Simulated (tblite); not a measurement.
# C3H12OSi2: the cost of one run

Programs: tblite 0.8.0 and PySCF 2.14.0, with density-fitted response routines of our own. Each step states its level of theory. These are calculated values for one molecule in the gas phase, unless marked as measured. Atoms count from 0, in the outputs and in this text.

## Step 1: The molecule as given

18 atoms, charge 0, multiplicity 1; geometry from: force field or distance geometry start.

Bonds of the start (Å): C0–Si1 1.87, Si1–C2 1.87, C2–C3 1.49, C3–O4 1.38, O4–Si5 1.71, C0–H6 1.12, C0–H7 1.10, C0–H8 1.10, Si1–H9 1.45, Si1–H10 1.49, C2–H11 1.12, C2–H12 1.14, C3–H13 1.12, C3–H14 1.13, Si5–H15 1.47, Si5–H16 1.47, Si5–H17 1.48.

## Step 2: Geometry optimisation with GFN2-xTB

Job settings and geometry (Å):

```
{"job": {"kind": "relax", "xc": "GFN2-xTB", "basis": "xTB"}, "charge": 0, "multiplicity": 1}
C     -3.269600     0.151600     0.033800
Si    -1.526400    -0.210400    -0.536500
C     -0.401800    -0.032200     0.942200
C      1.027200     0.224000     0.609500
O      1.643600    -0.779000    -0.114400
Si     3.260700    -0.276600    -0.362300
H     -3.245900     0.056300     1.145900
H     -3.979200    -0.576600    -0.395800
H     -3.574100     1.192600    -0.165100
H     -1.209600     0.658200    -1.647400
H     -1.535500    -1.650700    -0.930000
H     -0.533600    -0.877800     1.666900
H     -0.767300     0.884700     1.510800
H      1.183700     1.207700     0.107800
H      1.597800     0.328500     1.583300
H      4.224700    -1.383000    -0.218400
H      3.499800     0.332200    -1.676800
H      3.596900     0.756800     0.640700
```

The run is started by

```
$ OMP_NUM_THREADS=1 python probes_run.py task.json out
```

The driver reads the jobs from task.json and runs them one after another.

Q: Estimate the wall time and peak memory of this first job on 1 thread of Arm Neoverse V1, shared host.

About 1.4 s, with a peak of 0.17 GiB.
